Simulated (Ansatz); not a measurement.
# C2H6GeTe: basis-set convergence

An exercise on one series of results from a longer session: the logs are not shown, and one member is left open.

Method: one geometry, several basis sets; program: Ansatz 0.2.0, Gaussian basis.

The runs, in order: PBE0-D4/def2-SVP; ωB97M-V/def2-SVP; PBE0-D4/def2-QZVPP; ωB97M-V/def2-QZVPP; the functionals' def2-TZVPP values are taken from earlier runs.

### The relaxed structure

An earlier PBE0-D4 in a triple-zeta def2 set relaxation fixed the geometry. Te takes the def2 core potential; no spin-orbit term is included.

SMILES `[GeH3][CH]1C[Te]1`, 10 atoms, charge 0, spin multiplicity 1.

Atoms are counted from 1 here; the program's logs count them from 0.

Bond lengths: Ge1–C2 1.948 Å, Ge1–H5 1.534 Å, Ge1–H6 1.535 Å, Ge1–H7 1.544 Å, C2–C3 1.459 Å, C2–Te4 2.188 Å, C2–H8 1.085 Å, C3–Te4 2.176 Å, C3–H9 1.084 Å, C3–H10 1.084 Å. Angles: C2–Ge1–H5 110.0°, C2–Ge1–H6 107.4°, C2–Ge1–H7 109.6°, H5–Ge1–H6 110.9°, H5–Ge1–H7 109.2°, H6–Ge1–H7 109.7°, Ge1–C2–C3 120.9°, Ge1–C2–Te4 114.0°, Ge1–C2–H8 116.8°, C3–C2–Te4 70.0°, C3–C2–H8 115.9°, Te4–C2–H8 109.4°, C2–C3–Te4 70.9°, C2–C3–H9 118.9°, C2–C3–H10 118.9°, Te4–C3–H9 111.6°, Te4–C3–H10 112.5°, H9–C3–H10 115.3° and more.

Geometry (Å):

```tsv
atom	x (Å)	y (Å)	z (Å)
Ge1	-0.7223	1.2810	0.1616
C2	0.2133	-0.2451	-0.6060
C3	0.9550	-1.1730	0.2409
Te4	-0.8764	-2.1348	-0.4329
H5	-1.9599	1.6152	-0.6807
H6	-1.1212	0.9015	1.5945
H7	0.2175	2.5056	0.1891
H8	0.5812	-0.1327	-1.6210
H9	0.9524	-1.0192	1.3140
H10	1.8434	-1.6495	-0.1566
```

The first run:

Contents of in.yaml:

```yaml
crystal:
  periodic: [false, false, false]
  atoms:
    - {symbol: Ge, position_ang: [-0.722296, 1.280957, 0.161605]}
    - {symbol: C, position_ang: [0.213338, -0.245064, -0.606001]}
    - {symbol: C, position_ang: [0.954970, -1.173004, 0.240910]}
    - {symbol: Te, position_ang: [-0.876431, -2.134824, -0.432868]}
    - {symbol: H, position_ang: [-1.959873, 1.615187, -0.680700]}
    - {symbol: H, position_ang: [-1.121214, 0.901531, 1.594505]}
    - {symbol: H, position_ang: [0.217523, 2.505570, 0.189143]}
    - {symbol: H, position_ang: [0.581219, -0.132674, -1.621021]}
    - {symbol: H, position_ang: [0.952437, -1.019225, 1.314003]}
    - {symbol: H, position_ang: [1.843427, -1.649453, -0.156575]}
basis:
  gaussian: {orbitals: def2-SVP}
hamiltonian: {xc: pbe0, dispersion: d4}
output: {orbitals: {seedname: orbitals}}
```

Run with:

```sh
> ansatz run in.yaml --threads 4 --pin off --events-out ev --progress --plain --max-ram 10444MiB
```

Among the steps run: PBE0-D4 in def2-SVP; ωB97M-V in def2-SVP; PBE0-D4 in def2-QZVPP; ωB97M-V in def2-QZVPP.

One table of the session follows, with a row left open; its other results are not shown here.

It belongs to the step «Density functionals: the series». 

| functional | basis | HOMO (eV) |
| --- | --- | --- |
| PBE0-D4 | def2-SVP | -5.75 |
| PBE0-D4 | def2-TZVPP | -5.85 |
| PBE0-D4 | def2-QZVPP | -5.87 |
| ωB97M-V | def2-SVP | -7.81 |
| ωB97M-V | def2-TZVPP | ? |
| ωB97M-V | def2-QZVPP | -7.95 |

**Question.** Estimate the row for ωB97M-V, def2-TZVPP.

The run gave: HOMO (eV): -7.93. In the column «HOMO (eV)» it lies between ωB97M-V, def2-QZVPP (-7.95) and ωB97M-V, def2-SVP (-7.81).
